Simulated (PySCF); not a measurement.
**C₃H₁₂BN: electronic excitations at several levels of theory, part 1 of 2**

Aim: compute the electronic excitations of C₃H₁₂BN (`CCC[BH2-][NH3+]`) at several levels, and see how far they spread and what each costs.

Programs: PySCF 2.14.0, with density-fitted response routines of our own. Each step states its level of theory. These are calculated values for one molecule in the gas phase, unless marked as measured. Atoms count from 0, in the outputs and in this text.

### Step 1. The molecule as given

17 atoms, charge 0, multiplicity 1; geometry from: GFN2-xTB.

Bonds of the start (Å): C0–C1 1.53, C1–C2 1.53, C2–B3 1.63, B3–N4 1.66, C0–H5 1.09, C0–H6 1.09, C0–H7 1.09, C1–H8 1.10, C1–H9 1.09, C2–H10 1.09, C2–H11 1.10, B3–H12 1.19, B3–H13 1.19, N4–H14 1.01, N4–H15 1.01, N4–H16 1.01.

### Step 2. Relaxing the molecule at PBE0-D3(BJ)/def2-SVP

What the job is given:

```
{"job": {"xc": "PBE0", "basis": "def2-SVP", "d3": "d3bj", "grid": 1, "kind": "geom"}, "charge": 0, "multiplicity": 1}
C      2.417675     0.223141     0.000177
C      0.964979     0.222704     0.467526
C      0.075577    -0.682353    -0.387472
B     -1.472206    -0.788836     0.102378
N     -2.113873     0.719735    -0.130399
H      3.030839     0.871886     0.624636
H      2.487618     0.572749    -1.028976
H      2.828721    -0.783097     0.043858
H      0.597853     1.256043     0.442005
H      0.922876    -0.113079     1.505986
H      0.517259    -1.680864    -0.379329
H      0.138696    -0.339509    -1.426895
H     -2.125385    -1.516394    -0.580328
H     -1.591566    -1.005254     1.268318
H     -1.578641     1.368418     0.435521
H     -2.018715     0.957155    -1.111259
H     -3.088704     0.729587     0.144343
```

The run is started by

```bash
> OMP_NUM_THREADS=1 python probes_run.py task.json out
```

One launch serves the whole session: the jobs run in the order shown.

Output:

```text
step   0  E = -200.76859252  max force = 0.016115
step   1  E = -200.77171304  max force = 0.003277
step   2  E = -200.77177080  max force = 0.001133
step   3  E = -200.77177967  max force = 0.000300
optimisation converged
```

Run time: 22 s. Hardware: 1 thread of Arm Neoverse V2, shared host; peak memory 0.51 GiB.

The steps of the relaxation:

| step | energy from step 0 (eV) | largest force component (eV/Å) |
| --- | --- | --- |
| 0 | 0.0000 | 0.8287 |
| 1 | -0.0849 | 0.1685 |
| 2 | -0.0865 | 0.0583 |
| 3 | -0.0867 | 0.0154 |

Close pairs (by a distance rule), those that changed most:

| bond | before (Å) | after (Å) | change (Å) |
| --- | --- | --- | --- |
| B3–H13 | 1.192 | 1.231 | +0.039 |
| B3–H12 | 1.193 | 1.229 | +0.036 |
| C2–H11 | 1.096 | 1.111 | +0.014 |
| C0–H7 | 1.088 | 1.102 | +0.014 |
| C0–H6 | 1.089 | 1.103 | +0.013 |
| C2–H10 | 1.092 | 1.105 | +0.013 |
| C1–H8 | 1.097 | 1.110 | +0.013 |
| C2–B3 | 1.627 | 1.614 | -0.013 |

The end geometry stands in the next job.

| at the end point | value |
| --- | --- |
| point group (found at 0.08 Å tolerance) | C1 |
| rotational constants (GHz, main isotopes) | 10.521, 2.173, 1.990 |
| dipole moment (D) | 5.13 |

### Step 3. Excited states and response: HF/def2-SVPD

What the job is given:

```
{"job": {"kind": "uv", "xc": "HF", "basis": "def2-SVPD", "ip": true}, "charge": 0, "multiplicity": 1}
C      2.490566     0.287548    -0.018212
C      1.034541     0.256113     0.424475
C      0.135295    -0.648594    -0.415966
B     -1.406926    -0.737443     0.050906
N     -2.068906     0.754381    -0.140283
H      3.105952     0.947297     0.614350
H      2.583454     0.639543    -1.058912
H      2.932759    -0.721021     0.022153
H      0.651320     1.297980     0.417317
H      0.975676    -0.061715     1.480528
H      0.545811    -1.674339    -0.390420
H      0.215812    -0.347315    -1.481804
H     -2.103435    -1.469102    -0.648637
H     -1.549816    -0.974466     1.250133
H     -1.558855     1.451313     0.404978
H     -2.038819     1.045447    -1.118688
H     -3.042241     0.766391     0.163066
```

Method: TDDFT HF/def2-SVPD, vertical, gas phase, core orbitals frozen in the response.

Output:

```text
final grid: 120288 points
cycle   1  E = -199.5204417153  dE =  5.620e-01  |g| = 4.459e-01  |ddm| = 4.580e+00
cycle   2  E = -199.5875377043  dE = -6.710e-02  |g| = 1.474e-01  |ddm| = 9.377e-01
cycle   3  E = -199.5933807562  dE = -5.843e-03  |g| = 5.739e-02  |ddm| = 3.682e-01
cycle   4  E = -199.5943171954  dE = -9.364e-04  |g| = 7.705e-03  |ddm| = 1.250e-01
cycle   5  E = -199.5943426587  dE = -2.546e-05  |g| = 2.247e-03  |ddm| = 2.951e-02
cycle   6  E = -199.5943450791  dE = -2.420e-06  |g| = 5.738e-04  |ddm| = 1.004e-02
cycle   7  E = -199.5943452441  dE = -1.650e-07  |g| = 1.753e-04  |ddm| = 1.994e-03
cycle   8  E = -199.5943452594  dE = -1.532e-08  |g| = 4.308e-05  |ddm| = 6.043e-04
cycle   9  E = -199.5943452604  dE = -9.528e-10  |g| = 8.610e-06  |ddm| = 1.509e-04
converged SCF energy = -199.5943452604

Static polarisability (au): isotropic 63.272, principal 58.689 60.417 70.710

Singlet excitations
state   eV       nm        f      main configurations
  1   8.0436    154.1   0.03997   H-1->L 0.79
  2   8.3295    148.8   0.00888   H->L 0.81
  3   9.2283    134.4   0.05413   H-1->L+1 0.72
  4   9.2938    133.4   0.09386   H->L+2 0.35, H->L+3 0.12, H-1->L+3 0.09
  5   9.4646    131.0   0.05051   H->L+1 0.44, H-2->L 0.28
  6   9.5162    130.3   0.05386   H-1->L+3 0.22, H-1->L+4 0.14, H-1->L+2 0.11
  7   9.6116    129.0   0.04216   H->L+1 0.21, H->L+2 0.18, H-2->L 0.15
  8   9.7716    126.9   0.04714   H->L+3 0.65, H->L+2 0.12
  9   9.9080    125.1   0.03300   H-1->L+3 0.41, H-3->L 0.11, H-1->L+2 0.10
 10   9.9915    124.1   0.03434   H-3->L 0.14, H-1->L+4 0.14, H-1->L+3 0.09

Triplet excitations (Tamm-Dancoff, eV): 7.6314 8.0060 8.6651 8.7047
Vertical ionisation energy (delta-SCF) = 8.8276 eV
```

It took 22 s on 1 thread of Arm Neoverse V2, shared host; peak memory 0.73 GiB.

Frontier orbitals and where they lie:

| orbital | eV | atoms |
| --- | --- | --- |
| HOMO−3 | -12.43 | C1 26 %, C2 15 %, C0 14 % |
| HOMO−2 | -12.00 | C2 22 %, C1 21 %, H10 13 % |
| HOMO−1 | -10.75 | B3 34 %, H13 23 %, H12 14 % |
| HOMO | -10.68 | C2 29 %, B3 28 %, H12 11 % |
| LUMO | 1.92 | B3 36 %, H16 15 %, H15 13 % |
| LUMO+1 | 3.14 | B3 32 %, H14 12 %, N4 8 % |
| LUMO+2 | 3.20 | C0 32 %, H5 12 %, H6 10 % |

With each of the 10 states as a Gaussian band of 0.4 eV half-width at 1/e, the curve within the window shown has maxima at 153 nm (ε 1,800), 130 nm (ε 12,000) L/(mol cm). Beyond the last state computed it falls off for lack of states. The curve at chosen wavelengths:

nm, ε (L/mol/cm) and a bar:
```
      120       1861 ####
      122       3879 #########
      124       6404 ################
      126       8945 ######################
      127      10073 #########################
      129      11704 #############################
      131      12021 ##############################
      133      10732 ###########################
      135       8217 ####################
      137       5372 #############
      138       4105 ##########
      140       2195 #####
      142       1174 ###
      144        855 ##
      146        971 ##
      148       1290 ###
      149       1465 ###
      151       1748 ####
      153       1850 ####
      155       1735 ####
      157       1448 ###
      159       1082 ##
      160        899 ##
      162        576 #
      164        335 
      166        179
```

Further results of this job:

| property | computed |
| --- | --- |
| dipole moment (D) | 5.01 |
| polarisability (Å³) | 9.38 |
| HOMO–LUMO gap (eV) | 12.60 |
| −ε(HOMO) (eV) | 10.68 |

### Step 4. Ultraviolet spectrum: LDA/def2-SVPD

Settings changed since step 3:

```diff
@@ -1,2 +1,2 @@
-{"job": {"kind": "uv", "xc": "HF", "basis": "def2-SVPD", "ip": true}, "charge": 0, "multiplicity": 1}
+{"job": {"kind": "uv", "xc": "LDA", "basis": "def2-SVPD", "ip": true}, "charge": 0, "multiplicity": 1}
 C      2.490566     0.287548    -0.018212
```

Level: TDDFT LDA/def2-SVPD, vertical, gas phase, core orbitals frozen in the response.

Output:

```text
coarse grid: 12848 points
cycle   1  E = -198.9143772903  dE =  2.734e-02  |g| = 7.055e-01  |ddm| = 5.797e+00
cycle   2  E = -198.6227944009  dE =  2.916e-01  |g| = 1.224e+00  |ddm| = 3.166e+00
cycle   3  E = -199.0686349719  dE = -4.458e-01  |g| = 9.994e-02  |ddm| = 2.512e+00
cycle   4  E = -199.0707769558  dE = -2.142e-03  |g| = 5.300e-02  |ddm| = 2.818e-01
cycle   5  E = -199.0714891698  dE = -7.122e-04  |g| = 1.042e-02  |ddm| = 8.311e-02
cycle   6  E = -199.0715168979  dE = -2.773e-05  |g| = 2.910e-03  |ddm| = 2.481e-02
cycle   7  E = -199.0715191995  dE = -2.302e-06  |g| = 7.444e-04  |ddm| = 6.219e-03
final grid: 120288 points
cycle   8  E = -199.1218949301  dE = -8.699e-05  |g| = 4.587e-03  |ddm| = 2.163e-01
cycle   9  E = -199.1218856847  dE =  9.245e-06  |g| = 7.507e-03  |ddm| = 1.588e-02
cycle  10  E = -199.1219006641  dE = -1.498e-05  |g| = 5.549e-04  |ddm| = 9.471e-03
cycle  11  E = -199.1219007415  dE = -7.739e-08  |g| = 2.067e-04  |ddm| = 1.535e-03
cycle  12  E = -199.1219007524  dE = -1.093e-08  |g| = 5.291e-05  |ddm| = 3.807e-04
cycle  13  E = -199.1219007531  dE = -6.787e-10  |g| = 1.171e-05  |ddm| = 9.928e-05
converged SCF energy = -199.1219007531

Static polarisability (au): isotropic 72.773, principal 66.128 68.791 83.401

Singlet excitations
state   eV       nm        f      main configurations
  1   5.0781    244.2   0.00152   H->L 1.00
  2   5.1843    239.2   0.00467   H-1->L 1.00
  3   6.1346    202.1   0.00206   H-2->L 1.00
  4   6.5093    190.5   0.00288   H->L+1 1.00
  5   6.5518    189.2   0.00273   H-3->L 0.98
  6   6.6074    187.6   0.00569   H->L+2 0.66, H-1->L+1 0.33
  7   6.6247    187.2   0.04583   H-1->L+1 0.64, H->L+2 0.34
  8   6.7353    184.1   0.03023   H-1->L+2 0.98
  9   6.8456    181.1   0.01614   H->L+3 0.99
 10   6.9629    178.1   0.02897   H-1->L+3 0.98

Triplet excitations (Tamm-Dancoff, eV): 5.0181 5.1247 6.0571 6.4691
Vertical ionisation energy (delta-SCF) = 9.3288 eV
```

Wall time 1.8 min (1 thread of Arm Neoverse V2, shared host); peak memory 0.61 GiB.

This run: HOMO -6.10 eV, LUMO -1.04 eV; lowest singlet 5.08 eV.

### Step 5. TDDFT and polarisability: PBE/def2-SVPD

Settings changed since step 4:

```diff
@@ -1,2 +1,2 @@
-{"job": {"kind": "uv", "xc": "LDA", "basis": "def2-SVPD", "ip": true}, "charge": 0, "multiplicity": 1}
+{"job": {"kind": "uv", "xc": "PBE", "basis": "def2-SVPD", "ip": true}, "charge": 0, "multiplicity": 1}
 C      2.490566     0.287548    -0.018212
```

Level: TDDFT PBE/def2-SVPD, vertical, gas phase, core orbitals frozen in the response.

Output:

```text
coarse grid: 12848 points
cycle   1  E = -200.5562980913  dE =  1.881e-02  |g| = 6.622e-01  |ddm| = 5.770e+00
cycle   2  E = -200.3225312671  dE =  2.338e-01  |g| = 1.110e+00  |ddm| = 3.079e+00
cycle   3  E = -200.6953858452  dE = -3.729e-01  |g| = 9.333e-02  |ddm| = 2.398e+00
cycle   4  E = -200.6973671510  dE = -1.981e-03  |g| = 4.601e-02  |ddm| = 2.541e-01
cycle   5  E = -200.6979041826  dE = -5.370e-04  |g| = 9.634e-03  |ddm| = 7.906e-02
cycle   6  E = -200.6979277587  dE = -2.358e-05  |g| = 2.550e-03  |ddm| = 2.111e-02
cycle   7  E = -200.6979295330  dE = -1.774e-06  |g| = 6.060e-04  |ddm| = 5.375e-03
final grid: 120288 points
cycle   8  E = -200.7311091747  dE = -6.425e-05  |g| = 1.442e-02  |ddm| = 1.990e-01
cycle   9  E = -200.7310134571  dE =  9.572e-05  |g| = 2.397e-02  |ddm| = 4.635e-02
cycle  10  E = -200.7311637519  dE = -1.503e-04  |g| = 1.240e-03  |ddm| = 2.881e-02
cycle  11  E = -200.7311641647  dE = -4.128e-07  |g| = 2.611e-04  |ddm| = 2.657e-03
cycle  12  E = -200.7311641812  dE = -1.653e-08  |g| = 6.631e-05  |ddm| = 4.570e-04
cycle  13  E = -200.7311641822  dE = -9.811e-10  |g| = 2.377e-05  |ddm| = 1.398e-04
converged SCF energy = -200.7311641822

Static polarisability (au): isotropic 71.261, principal 64.768 67.394 81.622

Singlet excitations
state   eV       nm        f      main configurations
  1   5.1172    242.3   0.00115   H->L 1.00
  2   5.1599    240.3   0.00358   H-1->L 1.00
  3   6.2016    199.9   0.00270   H-2->L 1.00
  4   6.5634    188.9   0.00653   H->L+1 0.90, H-3->L 0.09
  5   6.5740    188.6   0.00313   H-3->L 0.89, H->L+1 0.08
  6   6.6093    187.6   0.03034   H-1->L+1 0.94
  7   6.6761    185.7   0.00860   H->L+2 0.97
  8   6.7304    184.2   0.03120   H-1->L+2 0.96
  9   6.8604    180.7   0.00794   H->L+3 0.99
 10   6.9221    179.1   0.03636   H-1->L+3 0.99

Triplet excitations (Tamm-Dancoff, eV): 5.0471 5.0861 6.1141 6.5023
Vertical ionisation energy (delta-SCF) = 9.1155 eV
```

It took 2.7 min on 1 thread of Arm Neoverse V2, shared host; peak memory 0.66 GiB.

Key values: HOMO -6.08 eV, LUMO -0.98 eV; lowest singlet 5.12 eV.

### Step 6. Ultraviolet spectrum: B3LYP/def2-SVPD

Settings changed since step 5:

```diff
@@ -1,2 +1,2 @@
-{"job": {"kind": "uv", "xc": "PBE", "basis": "def2-SVPD", "ip": true}, "charge": 0, "multiplicity": 1}
+{"job": {"kind": "uv", "xc": "B3LYP", "basis": "def2-SVPD", "ip": true}, "charge": 0, "multiplicity": 1}
 C      2.490566     0.287548    -0.018212
```

With the program's defaults for keys left out, this is: TDDFT B3LYP/def2-SVPD, vertical, gas phase, core orbitals frozen in the response.

Output:

```text
coarse grid: 12848 points
cycle   1  E = -200.9130945019  dE =  9.163e-02  |g| = 5.344e-01  |ddm| = 5.779e+00
cycle   2  E = -200.8769517683  dE =  3.614e-02  |g| = 6.584e-01  |ddm| = 1.829e+00
cycle   3  E = -201.0039929906  dE = -1.270e-01  |g| = 5.947e-02  |ddm| = 1.043e+00
cycle   4  E = -201.0048389574  dE = -8.460e-04  |g| = 2.522e-02  |ddm| = 1.451e-01
cycle   5  E = -201.0050035490  dE = -1.646e-04  |g| = 4.629e-03  |ddm| = 4.744e-02
cycle   6  E = -201.0050086137  dE = -5.065e-06  |g| = 1.311e-03  |ddm| = 1.049e-02
final grid: 120288 points
cycle   7  E = -201.0378150576  dE = -5.881e-05  |g| = 6.230e-03  |ddm| = 1.604e-01
cycle   8  E = -201.0378084952  dE =  6.562e-06  |g| = 8.067e-03  |ddm| = 1.906e-02
cycle   9  E = -201.0378251761  dE = -1.668e-05  |g| = 3.314e-04  |ddm| = 9.590e-03
cycle  10  E = -201.0378251964  dE = -2.029e-08  |g| = 1.905e-04  |ddm| = 8.968e-04
cycle  11  E = -201.0378252048  dE = -8.441e-09  |g| = 3.267e-05  |ddm| = 2.979e-04
cycle  12  E = -201.0378252051  dE = -2.573e-10  |g| = 6.253e-06  |ddm| = 8.222e-05
converged SCF energy = -201.0378252051

Static polarisability (au): isotropic 68.820, principal 63.023 65.305 78.133

Singlet excitations
state   eV       nm        f      main configurations
  1   5.7898    214.1   0.00253   H->L 0.67, H-1->L 0.33
  2   5.8263    212.8   0.00386   H-1->L 0.67, H->L 0.33
  3   7.0053    177.0   0.00527   H-2->L 0.97
  4   7.2679    170.6   0.04116   H->L+1 0.93
  5   7.3131    169.5   0.00467   H-1->L+1 0.63, H-1->L+2 0.14, H-3->L 0.13
  6   7.3419    168.9   0.02691   H->L+2 0.92
  7   7.3834    167.9   0.01146   H-1->L+2 0.70, H-3->L 0.18
  8   7.4443    166.5   0.01332   H-3->L 0.66, H-1->L+1 0.19
  9   7.5406    164.4   0.00759   H->L+3 0.84
 10   7.6042    163.0   0.05316   H-1->L+3 0.80, H-1->L+1 0.08

Triplet excitations (Tamm-Dancoff, eV): 5.7137 5.7530 6.8846 7.1768
Vertical ionisation energy (delta-SCF) = 9.4269 eV
```

Run time: 2.6 min. Hardware: 1 thread of Arm Neoverse V2, shared host; peak memory 0.8 GiB.

This run: HOMO -7.22 eV, LUMO -0.55 eV; lowest singlet 5.79 eV.

### Step 7. Excited states and response: PBE0/def2-SVPD

Settings changed since step 6:

```diff
@@ -1,2 +1,2 @@
-{"job": {"kind": "uv", "xc": "B3LYP", "basis": "def2-SVPD", "ip": true}, "charge": 0, "multiplicity": 1}
+{"job": {"kind": "uv", "xc": "PBE0", "basis": "def2-SVPD", "ip": true}, "charge": 0, "multiplicity": 1}
 C      2.490566     0.287548    -0.018212
```

Level: TDDFT PBE0/def2-SVPD, vertical, gas phase, core orbitals frozen in the response.

Output:

```text
coarse grid: 12848 points
cycle   1  E = -200.6736350010  dE =  1.115e-01  |g| = 4.860e-01  |ddm| = 5.161e+00
cycle   2  E = -200.6659249960  dE =  7.710e-03  |g| = 5.363e-01  |ddm| = 1.545e+00
cycle   3  E = -200.7501785723  dE = -8.425e-02  |g| = 5.243e-02  |ddm| = 8.256e-01
cycle   4  E = -200.7508293534  dE = -6.508e-04  |g| = 2.143e-02  |ddm| = 1.166e-01
cycle   5  E = -200.7509496894  dE = -1.203e-04  |g| = 3.439e-03  |ddm| = 4.075e-02
cycle   6  E = -200.7509525132  dE = -2.824e-06  |g| = 1.011e-03  |ddm| = 7.837e-03
final grid: 120288 points
cycle   7  E = -200.7749879524  dE = -5.035e-05  |g| = 8.573e-03  |ddm| = 1.328e-01
cycle   8  E = -200.7749798624  dE =  8.090e-06  |g| = 1.037e-02  |ddm| = 2.387e-02
cycle   9  E = -200.7750074064  dE = -2.754e-05  |g| = 5.016e-04  |ddm| = 1.200e-02
cycle  10  E = -200.7750074665  dE = -6.006e-08  |g| = 1.709e-04  |ddm| = 1.129e-03
cycle  11  E = -200.7750074732  dE = -6.731e-09  |g| = 3.897e-05  |ddm| = 3.000e-04
cycle  12  E = -200.7750074736  dE = -3.580e-10  |g| = 1.012e-05  |ddm| = 9.000e-05
converged SCF energy = -200.7750074736

Static polarisability (au): isotropic 68.152, principal 62.290 64.630 77.535

Singlet excitations
state   eV       nm        f      main configurations
  1   6.0602    204.6   0.00388   H->L 0.84, H-1->L 0.15
  2   6.1317    202.2   0.00422   H-1->L 0.85, H->L 0.15
  3   7.2998    169.8   0.00581   H-2->L 0.95
  4   7.5493    164.2   0.04027   H->L+1 0.70, H-1->L+1 0.17
  5   7.5744    163.7   0.01450   H-1->L+1 0.56, H->L+2 0.18
  6   7.6152    162.8   0.02965   H->L+2 0.53, H-1->L+2 0.41
  7   7.6351    162.4   0.01919   H-1->L+2 0.45, H->L+2 0.21, H->L+1 0.09
  8   7.7754    159.5   0.00827   H-3->L 0.79, H->L+3 0.10
  9   7.8034    158.9   0.01375   H->L+3 0.76, H->L+1 0.08
 10   7.8707    157.5   0.05811   H-1->L+3 0.89

Triplet excitations (Tamm-Dancoff, eV): 5.9577 6.0416 7.1479 7.4058
Vertical ionisation energy (delta-SCF) = 9.3984 eV
```

It took 3 min on 1 thread of Arm Neoverse V2, shared host; peak memory 0.86 GiB.

This run: HOMO -7.39 eV, LUMO -0.20 eV; lowest singlet 6.06 eV.

### Step 8. Ultraviolet spectrum: BHandHLYP/def2-SVPD

Settings changed since step 7:

```diff
@@ -1,2 +1,2 @@
-{"job": {"kind": "uv", "xc": "PBE0", "basis": "def2-SVPD", "ip": true}, "charge": 0, "multiplicity": 1}
+{"job": {"kind": "uv", "xc": "BHandHLYP", "basis": "def2-SVPD", "ip": true}, "charge": 0, "multiplicity": 1}
 C      2.490566     0.287548    -0.018212
```

Method: TDDFT BHandHLYP/def2-SVPD, vertical, gas phase, core orbitals frozen in the response.

Output:

```text
coarse grid: 12848 points
cycle   1  E = -200.8148801503  dE =  2.426e-01  |g| = 4.060e-01  |ddm| = 5.142e+00
cycle   2  E = -200.8477093702  dE = -3.283e-02  |g| = 2.802e-01  |ddm| = 1.149e+00
cycle   3  E = -200.8701169022  dE = -2.241e-02  |g| = 4.807e-02  |ddm| = 4.806e-01
cycle   4  E = -200.8707010011  dE = -5.841e-04  |g| = 1.617e-02  |ddm| = 1.017e-01
cycle   5  E = -200.8707722638  dE = -7.126e-05  |g| = 2.361e-03  |ddm| = 3.314e-02
cycle   6  E = -200.8707737876  dE = -1.524e-06  |g| = 6.339e-04  |ddm| = 5.790e-03
final grid: 120288 points
cycle   7  E = -200.8927552566  dE = -2.693e-05  |g| = 3.084e-03  |ddm| = 9.378e-02
cycle   8  E = -200.8927559587  dE = -7.021e-07  |g| = 2.710e-03  |ddm| = 1.042e-02
cycle   9  E = -200.8927577456  dE = -1.787e-06  |g| = 1.592e-04  |ddm| = 3.289e-03
cycle  10  E = -200.8927577521  dE = -6.484e-09  |g| = 9.611e-05  |ddm| = 5.895e-04
cycle  11  E = -200.8927577543  dE = -2.221e-09  |g| = 1.232e-05  |ddm| = 1.627e-04
cycle  12  E = -200.8927577544  dE = -5.036e-11  |g| = 3.592e-06  |ddm| = 3.562e-05
converged SCF energy = -200.8927577544

Static polarisability (au): isotropic 66.000, principal 60.744 62.782 74.473

Singlet excitations
state   eV       nm        f      main configurations
  1   6.7518    183.6   0.00818   H-1->L 0.71, H->L 0.26
  2   6.8399    181.3   0.00459   H->L 0.72, H-1->L 0.26
  3   8.0676    153.7   0.02162   H-2->L 0.67, H->L+1 0.14
  4   8.1913    151.4   0.02991   H->L+1 0.37, H-2->L 0.19, H->L+2 0.17
  5   8.2285    150.7   0.05690   H-1->L+2 0.36, H->L+2 0.31, H-1->L+3 0.12
  6   8.2900    149.6   0.04063   H->L+2 0.38, H->L+1 0.18, H-1->L+2 0.15
  7   8.3132    149.1   0.00837   H-1->L+2 0.31, H-1->L+1 0.17, H-1->L+3 0.16
  8   8.4758    146.3   0.00392   H->L+3 0.78
  9   8.5451    145.1   0.07383   H-1->L+3 0.60, H-1->L+1 0.14
 10   8.6337    143.6   0.01388   H-3->L 0.63, H-1->L+1 0.12

Triplet excitations (Tamm-Dancoff, eV): 6.6275 6.7407 7.8602 7.9667
Vertical ionisation energy (delta-SCF) = 9.5301 eV
```

It took 100 s on 1 thread of Arm Neoverse V2, shared host; peak memory 0.83 GiB.

Key values: HOMO -8.69 eV, LUMO 0.31 eV; lowest singlet 6.75 eV.

### Step 9. TDDFT and polarisability: CAM-B3LYP/def2-SVPD

Settings changed since step 8:

```diff
@@ -1,2 +1,2 @@
-{"job": {"kind": "uv", "xc": "BHandHLYP", "basis": "def2-SVPD", "ip": true}, "charge": 0, "multiplicity": 1}
+{"job": {"kind": "uv", "xc": "CAM-B3LYP", "basis": "def2-SVPD", "ip": true}, "charge": 0, "multiplicity": 1}
 C      2.490566     0.287548    -0.018212
```

With the program's defaults for keys left out, this is: TDDFT CAM-B3LYP/def2-SVPD, vertical, gas phase, core orbitals frozen in the response.

Output:

```text
coarse grid: 12848 points
cycle   1  E = -200.8122062214  dE =  2.510e-01  |g| = 4.092e-01  |ddm| = 5.562e+00
cycle   2  E = -200.8396010376  dE = -2.739e-02  |g| = 3.177e-01  |ddm| = 1.138e+00
cycle   3  E = -200.8676347667  dE = -2.803e-02  |g| = 4.256e-02  |ddm| = 5.178e-01
cycle   4  E = -200.8680787496  dE = -4.440e-04  |g| = 1.587e-02  |ddm| = 9.897e-02
cycle   5  E = -200.8681463697  dE = -6.762e-05  |g| = 2.543e-03  |ddm| = 3.561e-02
cycle   6  E = -200.8681480949  dE = -1.725e-06  |g| = 7.623e-04  |ddm| = 6.812e-03
final grid: 120288 points
cycle   7  E = -200.9027464916  dE = -4.139e-05  |g| = 3.996e-03  |ddm| = 1.003e-01
cycle   8  E = -200.9027471049  dE = -6.133e-07  |g| = 3.844e-03  |ddm| = 1.315e-02
cycle   9  E = -200.9027505512  dE = -3.446e-06  |g| = 2.095e-04  |ddm| = 4.522e-03
cycle  10  E = -200.9027505596  dE = -8.387e-09  |g| = 1.539e-04  |ddm| = 7.985e-04
cycle  11  E = -200.9027505650  dE = -5.449e-09  |g| = 1.685e-05  |ddm| = 2.551e-04
cycle  12  E = -200.9027505651  dE = -9.607e-11  |g| = 5.600e-06  |ddm| = 5.585e-05
converged SCF energy = -200.9027505651

Static polarisability (au): isotropic 67.565, principal 62.147 64.253 76.294

Singlet excitations
state   eV       nm        f      main configurations
  1   6.4359    192.6   0.00780   H-1->L 0.63, H->L 0.34
  2   6.5404    189.6   0.00496   H->L 0.63, H-1->L 0.34
  3   7.7371    160.2   0.01767   H-2->L 0.72, H->L+1 0.09
  4   7.9006    156.9   0.02611   H->L+1 0.29, H->L+2 0.23, H-1->L+2 0.18
  5   7.9190    156.6   0.04311   H->L+2 0.27, H-1->L+2 0.27, H-1->L+1 0.18
  6   7.9775    155.4   0.04279   H->L+2 0.34, H-1->L+1 0.21, H->L+1 0.08
  7   8.0004    155.0   0.01109   H-1->L+2 0.45, H->L+1 0.31, H-1->L+3 0.09
  8   8.1733    151.7   0.00295   H->L+3 0.71
  9   8.2512    150.3   0.07066   H-1->L+3 0.60, H-1->L+1 0.11
 10   8.3153    149.1   0.01813   H-3->L 0.56, H-1->L+1 0.12

Triplet excitations (Tamm-Dancoff, eV): 6.3225 6.4458 7.5409 7.6947
Vertical ionisation energy (delta-SCF) = 9.5924 eV
```

Run time: 3.1 min. Hardware: 1 thread of Arm Neoverse V2, shared host; peak memory 0.94 GiB.

This run: HOMO -8.83 eV, LUMO 0.45 eV; lowest singlet 6.44 eV.

(Continued in part 2 of 2.)
